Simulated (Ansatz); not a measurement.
# revPBE/def2-SVP (core potential) run of HfF4 (SMILES F[Hf](F)(F)F)

Aim: the vertical ionisation energy of HfF4 at revPBE/def2-SVP (core potential), from 2 runs. 

The results are computed with Ansatz 0.2.0.

7 further runs of the same task are left out: 6 that didn't finish, 1 set aside as unsound or not needed.

### 1 The structure to begin with

HfF4: 5 atoms, total charge 0, spin state singlet. SMILES: `F[Hf](F)(F)F`. Geometry: relaxed at PBE0-D4/def2-TZVP.

Bond lengths: F1–Hf2 1.897 Å, Hf2–F3 1.897 Å, Hf2–F4 1.897 Å, Hf2–F5 1.897 Å. Angles: F1–Hf2–F3 109.5°, F1–Hf2–F4 109.5°, F1–Hf2–F5 109.5°, F3–Hf2–F4 109.5°, F3–Hf2–F5 109.5°, F4–Hf2–F5 109.5°.

### 2 The energy at revPBE/def2-SVP (core potential)

The input, job.yaml:

```yaml
crystal:
  periodic: [false, false, false]
  atoms:
    - symbol: F
      position_ang: [-0.908700, -0.112040, 1.661430]
    - symbol: Hf
      position_ang: [-0.000000, 0.000000, -0.000000]
    - symbol: F
      position_ang: [1.622880, -0.977200, 0.099740]
    - symbol: F
      position_ang: [-1.093180, -0.727680, -1.368970]
    - symbol: F
      position_ang: [0.379000, 1.816910, -0.392190]
basis:
  gaussian: {orbitals: def2-SVP}
hamiltonian: {xc: {name: revPBE}}
accuracy: high
output: {orbitals: {seedname: orbitals}}
```

The run is started by

```
$ ansatz run job.yaml --threads 1 --pin off --max-ram 3480MiB --events-out events.jsonl --progress --plain --runs-dir runs
```

Output:

```text
Warning: RAYON_NUM_THREADS=1 ignored (pool sized by the plan → 1); use --threads N
Functional definition: revPBE
  name "revPBE"
  parameter kappa = 1.245
  parameter beta = 0.06672455060314922
  exchange = pbe_x(kappa = kappa, mu = beta*pi^2/3)
  correlation = pbe_c(beta = beta)
1818 factors; integrals over basis functions are off by at most 3.1e-9 eV
mean field evaluation 1: about -12165.4140 eV, gradient 6.8e1 eV
mean field evaluation 2: about -12103.9864 eV, gradient 2.1e2 eV
mean field evaluation 4: about -12172.6360 eV, gradient 4.1e0 eV
mean field evaluation 8: about -12172.6731 eV, gradient 9.4e-2 eV
mean field evaluation 16: about -12172.6731 eV, gradient 1.8e-6 eV
mean field -12172.67308668 eV, -447.3374850013 hartree, gradient 1.1e-8 eV, S^2 0.000000; 0 other end points of the search recorded, 0 dependent functions left out
reference -12172.67309253 eV, -447.3374852163 hartree; 24, 24 occupied and 64, 64 virtual orbitals, 1818 factors
Total energy: -12172.67309253 eV, -447.3374852163 hartree
```

Wall time 6.3 s (1 thread of Intel Xeon Platinum 8375C at 2.90GHz (Ice Lake), shared host); peak memory 0.25 GiB.

### 3 The doublet cation

The input, molecule.yaml:

```yaml
basis:
  gaussian: {orbitals: def2-SVP}
crystal:
  periodic: [false, false, false]
  atoms:
    - {symbol: F, position_ang: [-0.908700, -0.112040, 1.661430]}
    - {symbol: Hf, position_ang: [-0.000000, 0.000000, -0.000000]}
    - {symbol: F, position_ang: [1.622880, -0.977200, 0.099740]}
    - {symbol: F, position_ang: [-1.093180, -0.727680, -1.368970]}
    - {symbol: F, position_ang: [0.379000, 1.816910, -0.392190]}
total_charge: 1
magnetization: {spin_polarized: true, initial_magnetization: 1}
hamiltonian: {xc: {name: revPBE}}
accuracy: high
output: {orbitals: {seedname: orbitals}}
```

The run is started by

```
$ ansatz run molecule.yaml --threads 1 --pin off --max-ram 3480MiB --events-out events.jsonl --progress --plain --runs-dir runs
```

Output (excerpt; [...] marks lines left out):

```text
Warning: RAYON_NUM_THREADS=1 ignored (pool sized by the plan → 1); use --threads N
[... 2 set-up lines as earlier in the session ...]
[...]
1810 factors; integrals over basis functions are off by at most 3.2e-9 eV
[...]
mean field -12159.37679862 eV, -446.8488554276 hartree, gradient 5.2e-8 eV, S^2 0.753239; 10 other end points of the search recorded, 0 dependent functions left out
reference -12159.37680557 eV, -446.8488556832 hartree; 24, 23 occupied and 64, 65 virtual orbitals, 1810 factors
Total energy: -12159.37680557 eV, -446.8488556832 hartree
```

Wall time 59 s (1 thread of Intel Xeon Platinum 8375C at 2.90GHz (Ice Lake), shared host); peak memory 0.37 GiB.

### 4 What came out

Level: revPBE/def2-SVP (core potential).

| quantity | value |
| --- | --- |
| singlet HfF4: total energy | -447.33749 Eh |
| singlet HfF4: HOMO energy | -9.83 eV |
| singlet HfF4: LUMO energy | -1.43 eV |
| singlet HfF4: HOMO–LUMO gap | 8.40 eV |
| doublet cation: total energy | -446.84886 Eh |
| doublet cation: HOMO energy (highest over α and β) | -16.81 eV |
| doublet cation: LUMO energy (lowest over α and β) | -16.78 eV |
| doublet cation: ⟨S²⟩ | 0.753 |
| vertical ionisation energy (to the doublet cation) | 13.296 eV |

Removing an electron at fixed nuclei costs 13.30 eV (1283 kJ/mol). −ε(HOMO) before ionisation, 9.83 eV, is 3.47 eV below this ionisation energy.
